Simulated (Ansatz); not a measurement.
# PbTe: the cost of one run

Computed with Ansatz 0.2.0 (DFT r²SCAN, scalar-relativistic, plane waves, PAW, unless a step's input says otherwise).

## 1. The system as given

The structure is cubic, space group Fm-3m (No. 225). The conventional cell has a = 6.535 Å, b = 6.535 Å, c = 6.535 Å, α = 90.00°, β = 90.00°, γ = 90.00°. Te (site symmetry m-3m) has 6 Pb at 3.27 Å as nearest neighbours. Around Pb (site symmetry m-3m) lie 6 Te at 3.27 Å.

As a file:

```
CELL_PARAMETERS angstrom
0.00000 3.26772 3.26772
3.26772 0.00000 3.26772
3.26772 3.26772 0.00000
ATOMIC_POSITIONS crystal
Te 0.50000 0.50000 0.50000
Pb 0.00000 0.00000 0.00000
```

An earlier run at r²SCAN left this cell at 34.893 Å³/atom and 0.00 GPa (6×6×6 mesh).

## 2. Volume × 0.96

input.yaml

```yaml
crystal:
  lattice:
    - [0.0, 3.2235551415, 3.2235551415]
    - [3.2235551415, 0.0, 3.2235551415]
    - [3.2235551415, 3.2235551415, 0.0]
  atoms:
    - { symbol: Te, position: [0.5, 0.5, 0.5] }
    - { symbol: Pb, position: [0.0, 0.0, 0.0] }
basis:
  ecutwfc: 500
  ecutrho_ratio: 4
kpoints:
  mp_grid: { grid: [6, 6, 6] }
hamiltonian:
  xc: r2scan
scf:
  occupations: { method: gaussian, width: 0.05 }
output:
  forces: true
  stress: true
  eigenvalues: true
```

The run is started by

```console
> ansatz run input.yaml --threads 1 --pin off --max-ram 2560MiB --backend cpu --events-out ev --progress --plain --runs-dir out
```

**Question.** How long does this run take on 1 thread of Intel Xeon at 2.50GHz (Skylake/Cascade Lake), shared host, and how much memory does it need?

About 8.8 s, with a peak of 0.55 GiB.
